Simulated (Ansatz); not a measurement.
# C₂H₇BGeO: one species, many methods

The task here is to estimate one member of a computed series from the others.

Computed with Ansatz 0.2.0, Gaussian basis. Level: functionals in def2-TZVPP, the program's frozen cores in correlated methods.

The runs, in order: PBE-D4, r2SCAN-D4, PBE0-D4, B3LYP-D4, ωB97X-V, ωB97M-V, B2PLYP; CCSD(T)/def2-TZVPP; MP2/def2-QZVPP; extrapolation to the limit.

## The relaxed structure

An earlier PBE0-D4 in a triple-zeta def2 set relaxation fixed the geometry.

SMILES `B[CH]1C[O][GeH2]1`, 12 atoms, charge 0, spin multiplicity 1.

Atoms are counted from 1 here; the program's logs count them from 0.

Bond lengths: B1–C2 1.508 Å, B1–H6 1.199 Å, B1–H7 1.200 Å, C2–C3 1.536 Å, C2–Ge5 2.024 Å, C2–H8 1.091 Å, C3–O4 1.441 Å, C3–H9 1.095 Å, C3–H10 1.094 Å, O4–Ge5 1.795 Å, Ge5–H11 1.538 Å, Ge5–H12 1.537 Å. Angles: C2–B1–H6 120.2°, C2–B1–H7 120.2°, H6–B1–H7 119.3°, B1–C2–C3 123.4°, B1–C2–Ge5 97.2°, B1–C2–H8 118.7°, C3–C2–Ge5 83.3°, C3–C2–H8 115.1°, Ge5–C2–H8 106.4°, C2–C3–O4 105.5°, C2–C3–H9 111.7°, C2–C3–H10 112.0°, O4–C3–H9 109.3°, O4–C3–H10 109.6°, H9–C3–H10 108.7°, C3–O4–Ge5 94.7°, C2–Ge5–O4 76.4°, C2–Ge5–H11 115.6° and more.

The first run:

Contents of in.yaml:

```yaml
crystal:
  periodic: [false, false, false]
  atoms:
    - {symbol: B, position_ang: [-1.430850, 0.698652, -0.363934]}
    - {symbol: C, position_ang: [-0.373643, 0.252772, 0.615078]}
    - {symbol: C, position_ang: [1.087273, 0.722969, 0.554038]}
    - {symbol: O, position_ang: [1.796240, -0.316708, -0.148406]}
    - {symbol: Ge, position_ang: [0.332486, -1.305652, -0.466397]}
    - {symbol: H, position_ang: [-2.554160, 0.290695, -0.265265]}
    - {symbol: H, position_ang: [-1.131358, 1.373496, -1.310308]}
    - {symbol: H, position_ang: [-0.688258, -0.156806, 1.575704]}
    - {symbol: H, position_ang: [1.186439, 1.663941, 0.003773]}
    - {symbol: H, position_ang: [1.518829, 0.852193, 1.551355]}
    - {symbol: H, position_ang: [0.325346, -2.667307, 0.248974]}
    - {symbol: H, position_ang: [0.008457, -1.463342, -1.960712]}
basis:
  gaussian: {orbitals: def2-TZVPP}
hamiltonian: {xc: pbe, dispersion: d4}
output: {forces: true, orbitals: {seedname: orbitals}}
```

Command:

```console
$ ansatz run in.yaml --threads 4 --pin off --events-out ev --progress --plain --max-ram 10444MiB
```

Among the steps run: PBE-D4 (GGA); r2SCAN-D4 (meta-GGA); PBE0-D4 (hybrid); B3LYP-D4 (hybrid); ωB97X-V (range-separated); ωB97M-V (range-separated); B2PLYP (double hybrid); CCSD(T) in def2-TZVPP; MP2 in def2-QZVPP.

One table of the session follows, with a row left open; its other results are not shown here.

```
            method  atomisation energy (kJ/mol)
            PBE-D4                       4417.6
         r2SCAN-D4                       4362.7
           PBE0-D4                       4351.7
          B3LYP-D4                            ?
           ωB97X-V                       4357.0
           ωB97M-V                       4343.8
            B2PLYP                       4291.4
     HF/def2-TZVPP                       3172.8
    MP2/def2-TZVPP                       4313.9
   CCSD/def2-TZVPP                       4180.5
CCSD(T)/def2-TZVPP                       4246.4
           MP2/CBS                       4407.1
       CCSD(T)/CBS                       4339.6
```

Q: Estimate the row for B3LYP-D4 from the others.

The run gave: atomisation energy (kJ/mol): 4327.1. In the column «atomisation energy (kJ/mol)» it lies between MP2/def2-TZVPP (4313.9) and CCSD(T)/CBS (4339.6).

Limits of these values: Free atoms (1 B, 2 C, 1 O, 1 Ge, 7 H) were run apart at each level; the atomisation energy is their sum less the molecule, without zero-point or spin-orbit terms.
